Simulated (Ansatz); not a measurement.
# CH3BClNO: how energies converge with the basis set

One table from this session's results is given with a row withheld; the runs are named, their logs left out.

The runs use Ansatz 0.2.0, Gaussian basis; one geometry, several basis sets.

The runs, in order: PBE0-D4/def2-SVP; ωB97M-V/def2-SVP; PBE0-D4/def2-QZVPP; ωB97M-V/def2-QZVPP; the functionals' def2-TZVPP values are taken from earlier runs.

## Structure used throughout

The geometry comes from an earlier relaxation with PBE0-D4 in a triple-zeta def2 set; it is a stationary point, not always the lowest conformer.

SMILES `BOC(=N)Cl`, 8 atoms, charge 0, spin multiplicity 1.

Atoms are counted from 1 here; the program's logs count them from 0.

Bond lengths: B1–O2 1.360 Å, B1–H6 1.191 Å, B1–H7 1.196 Å, O2–C3 1.360 Å, C3–N4 1.245 Å, C3–Cl5 1.719 Å, N4–H8 1.018 Å. Angles: O2–B1–H6 115.9°, O2–B1–H7 119.8°, H6–B1–H7 124.3°, B1–O2–C3 123.0°, O2–C3–N4 128.9°, O2–C3–Cl5 110.0°, N4–C3–Cl5 121.1°, C3–N4–H8 111.8°.

Set-up of the first run:

The input, in.yaml:

```yaml
crystal:
  periodic: [false, false, false]
  atoms:
    - {symbol: B, position_ang: [-0.778113, 1.060268, 0.318064]}
    - {symbol: O, position_ang: [0.509671, 0.629628, 0.237581]}
    - {symbol: C, position_ang: [0.859015, -0.563688, -0.314252]}
    - {symbol: N, position_ang: [0.324132, -1.679145, -0.170259]}
    - {symbol: Cl, position_ang: [2.271036, -0.374853, -1.276746]}
    - {symbol: H, position_ang: [-0.944149, 2.100445, 0.872956]}
    - {symbol: H, position_ang: [-1.656100, 0.401427, -0.157009]}
    - {symbol: H, position_ang: [-0.493391, -1.631180, 0.433865]}
basis:
  gaussian: {orbitals: def2-SVP}
hamiltonian: {xc: pbe0, dispersion: d4}
output: {orbitals: {seedname: orbitals}}
```

Run with:

```bash
ansatz run in.yaml --threads 2 --pin off --events-out ev --progress --plain --max-ram 4352MiB
```

Steps of the session up to this table: PBE0-D4 in def2-SVP; ωB97M-V in def2-SVP; PBE0-D4 in def2-QZVPP; ωB97M-V in def2-QZVPP.

One table of the session follows, with a row left open; its other results are not shown here.

It belongs to the step «Functionals by basis». 

| functional | basis | HOMO (eV) |
| --- | --- | --- |
| PBE0-D4 | def2-SVP | -8.61 |
| PBE0-D4 | def2-TZVPP | -8.76 |
| PBE0-D4 | def2-QZVPP | -8.79 |
| ωB97M-V | def2-SVP | -10.92 |
| ωB97M-V | def2-TZVPP | -11.09 |
| ωB97M-V | def2-QZVPP | ? |

**Question.** Estimate the row for ωB97M-V, def2-QZVPP.

As computed: HOMO (eV): -11.13. In the column «HOMO (eV)» it is the lowest.
